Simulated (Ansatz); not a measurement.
# TeSe3: the cost of one run

Program: Ansatz 0.2.0. Level of theory: DFT PBE, scalar-relativistic, plane waves, PAW, unless a step names another level. These are calculated values, not measurements.

6 further runs of the same task are left out: 1 that didn't finish, 5 set aside as unsound or not needed.

### Step 1. Plan

Pauling electronegativities: Te 2.10, Se 2.55 (spread 0.45). The formula balances with common oxidation states: Te +6, Se -2, a formal count that means little at so small a spread. Tabulated atomic sizes suggest about 28 Å³/atom. 41 candidates were drawn, by swapping species into database cells of other compounds, at random by space group and Wyckoff sites, or by hand, as the table says:

| name | made from | space group no. | Wyckoff sites | atoms (primitive cell) | V (Å³/atom) |
| --- | --- | --- | --- | --- | --- |
| c01 | random | 65 | Te 2c; Se 4l, 2d | 4 | 33.7 |
| c02 | random | 12 | Te 2d; Se 4e, 2c | 4 | 31.3 |
| c03 | database cell of ScF3 | 155 | Te 3a; Se 9e | 4 | 37.8 |
| c04 | random | 167 | Te 6b; Se 18e | 8 | 28.6 |
| c05 | database cell of Fe3Si | 225 | Te 4a; Se 4b, 8c | 4 | 27.3 |
| c06 | database cell of InBi3 | 21 | Te 2b; Se 2d, 4k | 4 | 32.0 |
| c07 | database cell of Y3Mg | 44 | Te 2a; Se 2b, 4d | 4 | 39.8 |
| c08 | database cell of In3Sn | 12 | Te 2a; Se 4i, 2c | 4 | 31.1 |
| c09 | database cell of AgTe3 | 160 | Te 3a; Se 9b | 4 | 27.3 |
| c10 | database cell of PrBr3 | 176 | Te 2c; Se 6h | 8 | 27.8 |
| c11 | random | 99 | Te 1b; Se 2c, 1b | 4 | 29.3 |
| c12 | random | 55 | Te 2b; Se 2d, 4g | 8 | 31.0 |
| c13 | random | 191 | Te 1a; Se 3f | 4 | 32.6 |
| c14 | random | 99 | Te 2c; Se 4e, 2c | 8 | 36.4 |
| c15 | random | 139 | Te 2b; Se 4c, 2a | 4 | 29.3 |
| c16 | random | 191 | Te 2e; Se 6m | 8 | 36.9 |
| c17 | random | 189 | Te 1b; Se 3f | 4 | 29.9 |
| c18 | random | 189 | Te 1a; Se 3f | 4 | 33.3 |
| c19 | database cell of Sb3Au | 123 | Te 1a; Se 2g, 1b | 4 | 30.0 |
| c20 | random | 221 | Te 1a; Se 3d | 4 | 29.0 |
| c21 | database cell of Cu3Sb | 59 | Te 2a; Se 2b, 4e | 8 | 25.9 |
| c22 | database cell of PmEr3 | 139 | Te 2a; Se 4d, 2b | 4 | 39.8 |
| c23 | random | 2 | Te 1a; Se 2i, 1e | 4 | 31.2 |
| c24 | random | 191 | Te 1b; Se 3g | 4 | 29.1 |
| c25 | random | 225 | Te 4b; Se 4a, 8c | 4 | 36.3 |
| c26 | random | 25 | Te 1d; Se 1d, 1c, 1a | 4 | 33.2 |
| c27 | random | 71 | Te 2d; Se 2b, 2c, 2a | 4 | 33.8 |
| c28 | database cell of SnRh3 | 194 | Te 2d; Se 6h | 8 | 26.3 |
| c29 | random | 59 | Te 2b; Se 4c, 2b | 8 | 35.6 |
| c30 | database cell of Mg3Hg | 194 | Te 2c; Se 4f, 2b | 8 | 33.9 |
| c31 | random | 148 | Te 3b, 3a; Se 18f | 8 | 32.2 |
| c32 | random | 71 | Te 2b; Se 2a, 2d, 2c | 4 | 31.6 |
| c33 | random | 123 | Te 1d, 1a; Se 4k, 2h | 8 | 35.2 |
| c34 | database cell of Rb3Hg | 221 | Te 1a; Se 3c | 4 | 39.8 |
| c35 | random | 37 | Te 4c; Se 4b, 8d | 8 | 31.9 |
| c36 | database cell of BiTe3 | 160 | Te 3a; Se 3a, 3a, 3a | 4 | 29.6 |
| c37 | random | 2 | Te 1h; Se 1f, 1a, 1g | 4 | 35.0 |
| c38 | random | 166 | Te 3b; Se 9e | 4 | 35.3 |
| c39 | database cell of ReIr3 | 166 | Te 3a; Se 6c, 3b | 4 | 29.4 |
| c40 | random | 229 | Te 2a; Se 6b | 4 | 31.5 |
| c41 | database cell of Sn3Pb | 47 | Te 1a; Se 2r, 1c | 4 | 30.5 |

### Step 2. Screening run of c11

input.yaml reads:

```yaml
crystal:
  lattice:
    - [5.08603787, 0.0, 0.0]
    - [0.0, 5.08603787, 0.0]
    - [0.0, 0.0, 4.53586205]
  atoms:
    - { symbol: Te, position: [0.5, 0.5, 0.33687526] }
    - { symbol: Se, position: [0.5, 0.0, 0.82704787] }
    - { symbol: Se, position: [0.0, 0.5, 0.82704787] }
    - { symbol: Se, position: [0.5, 0.5, 0.75949428] }
basis:
  ecutwfc: 420
kpoints:
  mp_grid: { grid: [3, 3, 3] }
hamiltonian:
  xc: pbe
scf:
  occupations: { method: gaussian, width: 0.15 }
  lower_state_search: "off"
output:
  forces: true
  stress: true
  eigenvalues: true
relax:
  adjacent_minimum: "off"
  f_tol: 0.08
  max_steps: 16
  cell: { stress_tol: 0.8 }
```

Launch:

```
$ ansatz run input.yaml --threads 1 --pin off --max-ram 2560MiB --backend cpu --events-out ev --progress --plain --runs-dir out
```

Q: Estimate wall time and peak memory on 1 thread of Arm Neoverse V1, shared host.

About 67 s, with a peak of 0.34 GiB.
